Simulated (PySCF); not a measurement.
**WO(OH)₂: relaxation and vibrations of the triplet**

Aim: relax WO(OH)₂ as a triplet from a trigonal planar start, check by its vibrations whether the end is a minimum, and collect its spectrum and constants.

Computed with PySCF 2.14.0. Level: PBE0, basis W def2-TZVP with ECP60, O def2-TZVP, H def2-TZVP, scalar-relativistic core potentials, no spin–orbit coupling, density fitting.

### 1 Starting geometry

6 atoms, charge 0, spin multiplicity 3.

Bond lengths: W1–O2 1.770 Å, W1–O3 2.000 Å, W1–O4 2.000 Å, O3–H5 0.960 Å, O4–H6 0.960 Å. Angles: O2–W1–O3 120.0°, O2–W1–O4 120.0°, O3–W1–O4 120.0°, W1–O3–H5 130.0°, W1–O4–H6 130.0°.

Coordinates in bohr (charge 0 multiplicity 3):
```
W     0.0000    0.0000    0.0000
O     3.3448    0.0000    0.0000
O    -1.8897    3.2732    0.0000
O    -1.8897   -3.2732    0.0000
H    -1.2693    4.9779    0.0000
H    -3.6763   -3.5882    0.0000
```

### 2 The SCF at the typed geometry

One driver script runs all steps and calls PySCF; scf.py shows how it sets up the SCF of each step. The optimiser is the driver's own. After this first run the driver tries any further starts and a stability analysis.

The input, scf.py:

```python
from pyscf import gto, scf, dft
mol = gto.M(atom='''
W      0.000000     0.000000     0.000000
O      1.770000     0.000000     0.000000
O     -1.000000     1.732100     0.000000
O     -1.000000    -1.732100     0.000000
H     -0.671700     2.634200     0.000000
H     -1.945400    -1.898800     0.000000''',
    basis={'W': 'def2-TZVP', 'O': 'def2-TZVP', 'H': 'def2-TZVP'},
    ecp={'W': 'def2-TZVP'},
    charge=0, spin=2)
mf = dft.UKS(mol, xc='PBE0')
mf.grids.atom_grid = (50, 194)
aux = {'W': 'def2-universal-JKFIT', 'O': 'def2-universal-JKFIT', 'H': 'def2-universal-JKFIT'}
mf = mf.density_fit(auxbasis=aux)
mf.conv_tol = 1e-08
mf.diis_space = 10
mf.max_cycle = 60
mf.init_guess = 'minao'
mf.verbose = 4
mf.kernel()
```

Launch:

```
OMP_NUM_THREADS=4 python axn.py task.json out
```

The log of the run:

```text
init E= -274.028073932448
[... the frontier-level lines of each cycle are left out ...]
cycle= 1 E= -293.275932570046  delta_E= -19.2  |g|= 1.26  |ddm|= 5.51
cycle= 2 E= -285.612487245466  delta_E= 7.66  |g|= 4.06  |ddm|= 2.83
cycle= 3 E= -293.716645533942  delta_E= -8.1  |g|= 0.641  |ddm|= 2.49
cycle= 4 E= -293.779837626415  delta_E= -0.0632  |g|= 0.552  |ddm|= 0.627
cycle= 5 E= -293.886373681933  delta_E= -0.107  |g|= 0.123  |ddm|= 0.289
cycle= 6 E= -293.892043876328  delta_E= -0.00567  |g|= 0.0651  |ddm|= 0.104
cycle= 7 E= -293.893337291126  delta_E= -0.00129  |g|= 0.0335  |ddm|= 0.0273
cycle= 8 E= -293.893809083869  delta_E= -0.000472  |g|= 0.00505  |ddm|= 0.0178
cycle= 9 E= -293.893845203541  delta_E= -3.61e-05  |g|= 0.00243  |ddm|= 0.00761
cycle= 10 E= -293.893859969565  delta_E= -1.48e-05  |g|= 0.00113  |ddm|= 0.00554
cycle= 11 E= -293.893865829472  delta_E= -5.86e-06  |g|= 0.000314  |ddm|= 0.00564
cycle= 12 E= -293.89386597397  delta_E= -1.44e-07  |g|= 0.000133  |ddm|= 0.000736
cycle= 13 E= -293.893866000703  delta_E= -2.67e-08  |g|= 3.33e-05  |ddm|= 0.000334
cycle= 14 E= -293.893866003915  delta_E= -3.21e-09  |g|= 1.22e-05  |ddm|= 0.000132
Extra cycle  E= -293.893866004254  delta_E= -3.39e-10  |g|= 2.3e-05  |ddm|= 4.74e-05
converged SCF energy = -293.893866004254  <S^2> = 2.0253262  2S+1 = 3.0168369
```

This step, with its further starts and checks, took 25 s on 4 threads of Arm Neoverse V1, shared host.

The starts that the driver tried:

```csv
start,energy (Eh)
the minimal-basis guess,-293.893866
a thermally smeared density,-293.893866
a smeared PBE density,-293.893866
```

The test of internal stability and the other starts found no lower solution of this spin.

### 3 Relaxing the triplet from the trigonal planar start

The program finds Cs symmetry in the start, which this walk keeps. Threshold on the gradient: 0.0003 Eh/bohr, with a further test on the energy change.

scf.py, as its differences from that of step 2:

```diff
@@ -3,6 +3,6 @@
-W      0.000000     0.000000     0.000000
-O      1.770000     0.000000     0.000000
-O     -1.000000     1.732100     0.000000
-O     -1.000000    -1.732100     0.000000
-H     -0.671700     2.634200     0.000000
-H     -1.945400    -1.898800     0.000000''',
+W      0.026999    -0.003168     0.000000
+O      1.796999    -0.003168     0.000000
+O     -0.973001     1.728932     0.000000
+O     -0.973001    -1.735268     0.000000
+H     -0.644701     2.631032     0.000000
+H     -1.918401    -1.901968     0.000000''',
@@ -19 +18,0 @@
-mf.init_guess = 'minao'
```

Energy and gradient, step by step:

```csv
step,energy (Eh),change (kJ/mol),largest symmetric gradient (Eh/bohr)
0,-293.893866,0.00,0.08246
1,-293.906514,-33.21,0.03939
2,-293.907993,-37.09,0.00592
3,-293.908174,-37.57,0.00430
4,-293.908391,-38.14,0.00117
5,-293.908423,-38.22,0.00133
6,-293.908480,-38.37,0.00180
7,-293.908520,-38.47,0.00216
8,-293.908545,-38.54,0.00056
9,-293.908547,-38.54,0.00015
```

The walk took 41 s.

Positions (Å) and forces (eV/Å) along the way:

```
step 0
W    0.027  -0.003   0.000   2.368   0.362   0.000
O    1.797  -0.003   0.000  -4.240  -0.098   0.000
O   -0.973   1.729   0.000   0.794  -1.883   0.000
O   -0.973  -1.735   0.000   0.864   1.665   0.000
H   -0.645   2.631   0.000   0.090  -0.197   0.000
H   -1.918  -1.902   0.000   0.125   0.151   0.000
step 1
W    0.035   0.004   0.000  -2.026   0.207   0.000
O    1.697  -0.006   0.000   1.685  -0.124   0.000
O   -0.951   1.667   0.000   0.205  -0.097   0.000
O   -0.941  -1.672   0.000  -0.109   0.300   0.000
H   -0.639   2.579   0.000  -0.098  -0.418   0.000
H   -1.887  -1.855   0.000   0.342   0.131   0.000
step 5
W    0.076   0.012   0.000  -0.049  -0.005   0.000
O    1.767  -0.061   0.000   0.007   0.003   0.000
O   -0.983   1.603   0.000   0.063   0.012   0.000
O   -0.941  -1.613   0.000   0.017  -0.069   0.000
H   -0.718   2.523   0.000  -0.047   0.006   0.000
H   -1.888  -1.748   0.000   0.009   0.052   0.000
step 9
W    0.095   0.003   0.000   0.001   0.006   0.000
O    1.785  -0.089   0.000  -0.002  -0.001   0.000
O   -0.974   1.583   0.000  -0.009  -0.003   0.000
O   -0.929  -1.623   0.000   0.003  -0.006   0.000
H   -0.776   2.519   0.000   0.004   0.000   0.000
H   -1.886  -1.676   0.000   0.003   0.003   0.000
```

End point (Cs, 9 steps, 38.5 kJ/mol gained): O–H 0.957 Å (×2), W–O 1.693 Å, W–O 1.908 Å, W–O 1.922 Å; H–O–W 125.4°, H–O–W 134.0°, O–W–O 113.7°, O–W–O 119.1°, O–W–O 127.2°.

### 4 Hessian and properties

The point is checked on the finer grid, and tightened if its gradient asks for it. The Hessian and the dipole derivatives come from central differences of analytic gradients, with steps of 0.02 bohr.

scf.py, as its differences from that of step 3:

```diff
@@ -3,6 +3,6 @@
-W      0.026999    -0.003168     0.000000
-O      1.796999    -0.003168     0.000000
-O     -0.973001     1.728932     0.000000
-O     -0.973001    -1.735268     0.000000
-H     -0.644701     2.631032     0.000000
-H     -1.918401    -1.901968     0.000000''',
+W      0.039479     0.006651     0.000000
+O      1.729291    -0.088065     0.000000
+O     -1.030865     1.586313     0.000000
+O     -0.983770    -1.620392     0.000000
+H     -0.830902     2.521773     0.000000
+H     -1.940195    -1.672868     0.000000''',
@@ -13 +13 @@
-mf.grids.atom_grid = (50, 194)
+mf.grids.atom_grid = (75, 302)
@@ -16 +16 @@
-mf.conv_tol = 1e-08
+mf.conv_tol = 1e-10
```

The driver hands on the density of the step before, so the log starts near convergence.

SCF at the final geometry:

```text
init E= -293.908632083766
[... the frontier-level lines of each cycle are left out ...]
cycle= 1 E= -293.908632083769  delta_E= -2.84e-12  |g|= 4.98e-06  |ddm|= 5.92e-06
Extra cycle  E= -293.908632083695  delta_E= 7.34e-11  |g|= 1.46e-05  |ddm|= 9.47e-06
converged SCF energy = -293.908632083695  <S^2> = 2.0148102  2S+1 = 3.0098573
```

The whole step took 3.4 min.

Geometry: Cs; O–H 0.957 Å (×2), W–O 1.692 Å, W–O 1.908 Å, W–O 1.922 Å; H–O–W 125.3°, H–O–W 133.8°, O–W–O 113.7°, O–W–O 119.0°, O–W–O 127.3°.

Modes, for the most abundant isotopes:

| symmetry | ω (cm⁻¹) | IR (km/mol) |
| --- | --- | --- |
| a'' | 427i | 133 |
| a'' | 186i | 74.2 |
| a'' | 158 | 9.9 |
| a' | 161 | 30.5 |
| a' | 173 | 5.1 |
| a' | 507 | 194 |
| a' | 547 | 193 |
| a' | 675 | 110 |
| a' | 705 | 62.7 |
| a' | 1044 | 160 |
| a' | 3930 | 203 |
| a' | 3947 | 191 |

With 2 modes imaginary (up to 427i cm⁻¹) this point is a saddle.

Constants and moments:

```yaml
Dipole_moment: 3.26 D
Highest_occupied_level: -5.47 eV
Lowest_empty_level: -2.59 eV
Rotational_constants: 0.1993, 0.183, 0.09541 cm⁻¹
Zero-point_energy_real_modes: 70.9 kJ/mol
Principal_polarisabilities: 41.6, 50.7, 51.2 bohr³
Atomisation_energy_without_zero-point_energy: 2470 kJ/mol
Principal_traceless_quadrupole_moments_about_the_centre_of_mass: -5.64, 0.08, 5.56 D Å
Spin_squared_⟨S²⟩: 2.015
```

Charges (e) and bond orders:

```json
{"atom": "W1", "Mulliken": "1.17", "Löwdin": "0.68", "polar tensor": "1.91", "spin (Mulliken)": "2.08", "Mayer order to W1": "–"}
{"atom": "O2", "Mulliken": "-0.49", "Löwdin": "-0.30", "polar tensor": "-0.78", "spin (Mulliken)": "-0.14", "Mayer order to W1": "2.15"}
{"atom": "O3", "Mulliken": "-0.68", "Löwdin": "-0.35", "polar tensor": "-0.89", "spin (Mulliken)": "0.02", "Mayer order to W1": "1.01"}
{"atom": "O4", "Mulliken": "-0.68", "Löwdin": "-0.36", "polar tensor": "-0.90", "spin (Mulliken)": "0.05", "Mayer order to W1": "1.00"}
{"atom": "H5", "Mulliken": "0.35", "Löwdin": "0.17", "polar tensor": "0.34", "spin (Mulliken)": "0.00", "Mayer order to W1": "0.02"}
{"atom": "H6", "Mulliken": "0.34", "Löwdin": "0.16", "polar tensor": "0.32", "spin (Mulliken)": "0.00", "Mayer order to W1": "0.03"}
```

Outer orbital energies (eV). α occupied: -10.98, -10.72, -10.43, -10.29, -9.70, -9.22, -7.03, -5.47; empty: -1.51, -0.69, 0.25, 0.60. β occupied: -14.31, -11.46, -10.70, -10.37, -10.27, -10.01, -9.45, -9.29; empty: -2.59, -1.01, -0.67, -0.12.

Mulliken populations on W1 (outside its core potential): s 2.57, p 6.31, d 3.82, f 0.13.

### 5 Leaving the saddle point

The atoms are moved a little along the softest imaginary mode and relaxed again.

The program finds C1 symmetry in the start.

scf.py, as its differences from that of step 4:

```diff
@@ -3,6 +3,6 @@
-W      0.039479     0.006651     0.000000
-O      1.729291    -0.088065     0.000000
-O     -1.030865     1.586313     0.000000
-O     -0.983770    -1.620392     0.000000
-H     -0.830902     2.521773     0.000000
-H     -1.940195    -1.672868     0.000000''',
+W      0.039883     0.006115    -0.000612
+O      1.729696    -0.088601     0.000095
+O     -1.030460     1.585777     0.004179
+O     -0.983365    -1.620928     0.010926
+H     -0.830497     2.521237    -0.009549
+H     -1.939790    -1.673404    -0.120000''',
@@ -13 +13 @@
-mf.grids.atom_grid = (75, 302)
+mf.grids.atom_grid = (50, 194)
@@ -16 +16 @@
-mf.conv_tol = 1e-10
+mf.conv_tol = 1e-08
```

Energy and gradient, step by step:

```csv
step,energy (Eh),change (kJ/mol),largest gradient (Eh/bohr)
0,-293.908677,0.00,0.00886
1,-293.909234,-1.46,0.01073
2,-293.909562,-2.32,0.02060
3,-293.910716,-5.35,0.01173
4,-293.911736,-8.03,0.00969
5,-293.912180,-9.20,0.01045
6,-293.912594,-10.28,0.01171
7,-293.913211,-11.91,0.00784
8,-293.913941,-13.82,0.01237
9,-293.914315,-14.80,0.00835
10,-293.914574,-15.48,0.00955
11,-293.914720,-15.87,0.00623
12,-293.914865,-16.25,0.00325
13,-293.914979,-16.55,0.00438
14,-293.915058,-16.76,0.00340
15,-293.915131,-16.95,0.00507
16,-293.915164,-17.03,0.00184
17,-293.915173,-17.06,0.00083
18,-293.915185,-17.09,0.00096
19,-293.915190,-17.10,0.00069
20,-293.915191,-17.10,0.00035
21,-293.915191,-17.10,0.00031
22,-293.915191,-17.10,0.00024
```

The walk took 1.8 min.

End point (C1, 22 steps, 17.1 kJ/mol gained): O–H 0.957 Å, O–H 0.960 Å, W–O 1.696 Å, W–O 1.906 Å, W–O 1.914 Å; H–O–W 123.9°, H–O–W 132.6°, O–W–O 113.8°, O–W–O 118.4°, O–W–O 127.7°.

### 6 Is it a minimum? Harmonic modes

The same treatment as at the point before.

scf.py, as its differences from that of step 5:

```diff
@@ -3,6 +3,6 @@
-W      0.039883     0.006115    -0.000612
-O      1.729696    -0.088601     0.000095
-O     -1.030460     1.585777     0.004179
-O     -0.983365    -1.620928     0.010926
-H     -0.830497     2.521237    -0.009549
-H     -1.939790    -1.673404    -0.120000''',
+W      0.038712     0.005237     0.013480
+O      1.688244    -0.264570    -0.275209
+O     -0.864921     1.680380     0.116230
+O     -1.112006    -1.509963     0.218491
+H     -0.631832     2.559685    -0.181534
+H     -1.419127    -2.053056    -0.511869''',
@@ -13 +13 @@
-mf.grids.atom_grid = (50, 194)
+mf.grids.atom_grid = (75, 302)
@@ -16 +16 @@
-mf.conv_tol = 1e-08
+mf.conv_tol = 1e-10
```

Log of the central SCF (cycles and frontier levels):

```text
init E= -293.915186948465
[... the frontier-level lines of each cycle are left out ...]
cycle= 1 E= -293.915186948441  delta_E= 2.38e-11  |g|= 9.42e-06  |ddm|= 7.62e-06
Extra cycle  E= -293.915186948349  delta_E= 9.28e-11  |g|= 1.87e-05  |ddm|= 1.32e-05
converged SCF energy = -293.915186948349  <S^2> = 2.014937  2S+1 = 3.0099415
```

The whole step took 4.2 min on 4 threads of Arm Neoverse V1, shared host.

Geometry: C1; O–H 0.957 Å, O–H 0.961 Å, W–O 1.696 Å, W–O 1.906 Å, W–O 1.914 Å; H–O–W 124.0°, H–O–W 132.5°, O–W–O 113.9°, O–W–O 118.5°, O–W–O 127.6°.

Harmonic modes (main isotopes):

```
symmetry  ω (cm⁻¹)  IR (km/mol)
       a        82         21.1
       a       170         38.5
       a       182         12.8
       a       240         87.6
       a       287          134
       a       531          192
       a       656          274
       a       701         66.2
       a       707         15.2
       a      1037          155
       a      3864          102
       a      3937          199
```

No imaginary mode, so this is a minimum.

Properties at this point:

```yaml
Dipole_moment: 2.35 D
Highest_occupied_level: -5.85 eV
Lowest_empty_level: -2.70 eV
Rotational_constants: 0.2052, 0.1781, 0.09607 cm⁻¹
Zero-point_energy: 74.1 kJ/mol
Principal_polarisabilities: 42.5, 48.8, 52.4 bohr³
Atomisation_energy_without_zero-point_energy: 2487 kJ/mol
Principal_traceless_quadrupole_moments_about_the_centre_of_mass: -12.73, 1.98, 10.75 D Å
Entropy_at_298.15_K_and_1_bar_electronic_part_spin_only: 349.8 J/(mol K)
Heat_capacity_Cp_at_298.15_K: 88.7 J/(mol K)
Enthalpy_at_298.15_K_above_0_K: 19.09 kJ/mol
Rotational_symmetry_number: 1
Spin_squared_⟨S²⟩: 2.015
```

Populations by atom (charges in e):

```csv
atom,Mulliken,Löwdin,polar tensor,spin (Mulliken),Mayer order to W1
W1,1.18,0.69,1.85,2.10,–
O2,-0.50,-0.31,-0.77,-0.13,2.15
O3,-0.68,-0.35,-0.88,0.01,1.02
O4,-0.68,-0.36,-0.84,0.00,1.00
H5,0.34,0.17,0.34,0.00,0.02
H6,0.34,0.16,0.31,0.02,0.03
```

Mulliken populations on W1 (outside its core potential): s 2.57, p 6.32, d 3.81, f 0.13.

### 7 The points found, side by side

| spin | group | bonds | imaginary modes (cm⁻¹) | ΔE (kJ/mol) | with zero-point energy |
| --- | --- | --- | --- | --- | --- |
| triplet | C1 | O–H 0.957 Å, O–H 0.961 Å, W–O 1.696 Å, W–O 1.906 Å, W–O 1.914 Å | none | 0.0 | 0.0 |
| triplet | Cs | O–H 0.957 Å (×2), W–O 1.692 Å, W–O 1.908 Å, W–O 1.922 Å | 427i, 186i | 17.2 | – |

### 8 Outcome

```
                                          quantity                                                                                                                                  value
                                           minimum                                                                                                                            triplet, C1
                                          geometry  O–H 0.957 Å, O–H 0.961 Å, W–O 1.696 Å, W–O 1.906 Å, W–O 1.914 Å; H–O–W 124.0°, H–O–W 132.5°, O–W–O 113.9°, O–W–O 118.5°, O–W–O 127.6°
                                wavenumbers (cm⁻¹)                           82 (a), 170 (a), 182 (a), 240 (a), 287 (a), 531 (a), 656 (a), 701 (a), 707 (a), 1037 (a), 3864 (a), 3937 (a)
                                     dipole moment                                                                                                                                 2.35 D
highest occupied, lowest empty level (either spin)                                                                                                                        -5.85, -2.70 eV
                         polar-tensor charge of W1                                                                                                                                +1.85 e
                                 zero-point energy                                                                                                                            74.1 kJ/mol
                               entropy at 298.15 K                                                                                                                        349.8 J/(mol K)
         atomisation energy (no zero-point energy)                                                                                                                            2487 kJ/mol
                                              ⟨S²⟩                                                                                                                                  2.015
```

**Reading.** The trigonal planar start ends in a minimum without symmetry. In the infrared the band at 656 cm⁻¹ (a) leads. Most of the spin sits on W1 (Mulliken spin 2.10, against 2 for the whole molecule). Other starts or spin states, not run here, may lie lower. One determinant may miss the lowest occupation of an open d or f shell. With an element this heavy the missing spin–orbit coupling can shift these numbers.

The search up to here took 11 min.
